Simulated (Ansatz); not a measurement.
# Na (fcc type): how the settings move a single-point run

Aim: see which settings change the result for Na (fcc type), by how much, and at what cost.

Method: reference: DFT, LDA, PAW with Ansatz's default frozen-core files, scalar-relativistic, in Ansatz 0.2.0.

## 1. The structure to begin with

Symmetry: Fm-3m, No. 225, cubic system. The conventional cell has a = 5.025 Å, b = 5.025 Å, c = 5.025 Å, α = 90.00°, β = 90.00°, γ = 90.00°. Na (site symmetry m-3m) has 12 Na at 3.55 Å in its first shell of neighbours.

Coordinates:

```
Na
1.0
     0.00000    2.51268    2.51268
     2.51268    0.00000    2.51268
     2.51268    2.51268    0.00000
Na
1
Direct
  0.00000 0.00000 0.00000
```

## 2. Reference

File input.yaml:

```yaml
crystal:
  lattice:
    - [0.0, 2.5126848622, 2.5126848622]
    - [2.5126848622, 0.0, 2.5126848622]
    - [2.5126848622, 2.5126848622, 0.0]
  atoms:
    - { symbol: Na, position: [0.0, 0.0, 0.0] }
kpoints:
  mp_grid: { grid: [13, 13, 13] }
scf:
  occupations: { method: fermi_dirac, width: 0.05 }
hamiltonian:
  xc: lda
  pseudopotentials: { kind: paw }
output:
  forces: true
  stress: true
  eigenvalues: true
  populations: true
```

Launch:

```console
$ ansatz run input.yaml --threads 1 --pin off --max-ram 2048MiB --backend cpu --events-out ev --progress --plain --runs-dir out
```

## 3. Changed: chi_scale 0.0, xc r2scan

Changes to input.yaml since step 2:

```diff
@@ -11,4 +11,5 @@
   occupations: { method: fermi_dirac, width: 0.05 }
+  initial_density: { chi_scale: 0.0 }
 hamiltonian:
-  xc: lda
+  xc: r2scan
   pseudopotentials: { kind: paw }
```

## 4. Changed: occupations.method gaussian, occupations.width 0.001, dr2_threshold 1.0e-09

Changes to input.yaml since step 2:

```diff
@@ -10,3 +10,4 @@
 scf:
-  occupations: { method: fermi_dirac, width: 0.05 }
+  occupations: { method: gaussian, width: 0.001 }
+  convergence: { dr2_threshold: 1.0e-09 }
 hamiltonian:
```

## 5. Variant: occupations.method gaussian, scf.algorithm direct_min

Changes to input.yaml since step 2:

```diff
@@ -10,3 +10,4 @@
 scf:
-  occupations: { method: fermi_dirac, width: 0.05 }
+  occupations: { method: gaussian, width: 0.05 }
+  algorithm: direct_min
 hamiltonian:
@@ -19 +20,5 @@
   populations: true
+  write_density: true
+  write_potential: true
+  elf: true
+  volumetric_format: npy
```

Q: Predict the outcome of this session. Wanted: for each run, ending; energy change; pressure; gap; force.

The runs gave:

```
                                                                           run     ending        energy change  pressure (GPa)  gap (eV)  force (eV/Å)  cycles   time
                                                                     reference  converged                    0             0.5      0.00          0.00       6  1.3 s
                                                   1: chi_scale 0.0, xc r2scan  converged       not comparable             1.8      0.00          0.00       6  4.5 s
2: occupations.method gaussian, occupations.width 0.001, dr2_threshold 1.0e-09  converged  +0.6 meV/atom (σ→0)             0.5      0.00          0.00       6  1.4 s
                      3: occupations.method gaussian, scf.algorithm direct_min  converged  +0.2 meV/atom (σ→0)             0.5      0.00          0.00       4  1.8 s
```

Times don't compare one to one where runs were asked for different outputs or read a saved state (see the inputs); cycles may leave out searches for a lower state.

Residual by cycle in the longest SCF loop of each run; runs are numbered as in the table. The quantity is the density residual dr2, in eV.

```
cycle  reference    run 1    run 2    run 3
    1     0.0045   0.0125  0.00449  0.00465
    2     4.2e-4  0.00637   1.1e-4  0.00102
    3     1.4e-5   3.3e-4   1.1e-5   2.9e-5
    4     2.0e-7   1.5e-6   2.0e-8   1.2e-9
    5    5.4e-10   5.0e-8  4.0e-11        -
    6    1.0e-12   1.1e-9  1.9e-12        -
```

Of the converged runs whose energies compare with the reference's, «occupations.method gaussian, occupations.width 0.001, dr2_threshold 1.0e-09» moves the energy most (+0.6 meV/atom) and «occupations.method gaussian, scf.algorithm direct_min» least (+0.2 meV/atom). The pressure spans 0.5 to 1.8 GPa over the reference and the converged variants.
